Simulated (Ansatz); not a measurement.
**Sn2Se: from a guess to a relaxed structure**

The task: take a trial cell of Sn2Se to zero force and stress.

Computed with Ansatz 0.2.0 (DFT PBE, scalar-relativistic, plane waves, PAW, unless a step's input says otherwise).

**1. The starting structure**

The structure is hexagonal, space group P6/mmm (No. 191). Conventional cell: a = 4.441 Å, b = 4.441 Å, c = 4.800 Å, α = 90.00°, β = 90.00°, γ = 120.00°. Around Sn (site symmetry -6m2) lie 3 Sn at 2.56 Å and 6 Se at 3.51 Å. Se (site symmetry 6/mmm) is surrounded by 12 Sn at 3.51 Å.

Coordinates:

```
CELL_PARAMETERS angstrom
4.44083 0.00000 0.00000
-2.22042 3.84587 0.00000
0.00000 0.00000 4.80027
ATOMIC_POSITIONS crystal
Sn 0.33333 0.66667 0.50000
Sn 0.66667 0.33333 0.50000
Se 0.00000 0.00000 0.00000
```

A structure generator made this guess: species swapped into a database cell of YSi2 (P6/mmm, No. 191), with Se on the Y sites and Sn on the Si sites. Its size is a rough estimate.

**2. The guess as it stands, on a coarse mesh**

input.yaml reads:

```yaml
crystal:
  lattice:
    - [4.44083326, 0.0, 0.0]
    - [-2.22041663, 3.84587442, 0.0]
    - [0.0, 0.0, 4.80027249]
  atoms:
    - { symbol: Sn, position: [0.33333333, 0.66666667, 0.5] }
    - { symbol: Sn, position: [0.66666667, 0.33333333, 0.5] }
    - { symbol: Se, position: [0.0, 0.0, 0.0] }
basis:
  ecutwfc: 420
kpoints:
  mp_grid: { grid: [6, 6, 4] }
hamiltonian:
  xc: pbe
scf:
  occupations: { method: gaussian, width: 0.1 }
  lower_state_search: "off"
output:
  forces: true
  stress: true
  eigenvalues: true
```

Launch:

```
$ ansatz run input.yaml --threads 1 --pin off --max-ram 2560MiB --backend cpu --events-out ev --progress --plain --runs-dir out
```

The session goes on with these runs: rough relaxation on the coarse mesh; final relaxation.

Q: Predict the outcome of this session. Wanted: conventional cell; volume; energy over the elements, grey Sn; gap on the mesh.

As calculated:

| quantity | value |
| --- | --- |
| symmetry at the end (tolerance 0.05 Å) | space group P6/mmm (No. 191) |
| conventional cell | a = 5.005 Å, b = 5.005 Å, c = 3.774 Å, α = 90.00°, β = 90.00°, γ = 120.00° |
| volume | 27.29 Å³/atom |
| energy over the elements, grey Sn | +0.13 eV/atom |
| gap on the mesh | none (metal) |

In words: The space group P6/mmm (No. 191) is kept, at nearly the size of the first guess. With a positive formation energy it can't be a ground state. No finished test with a distortion of lower symmetry is shown, so the end may be a saddle point.
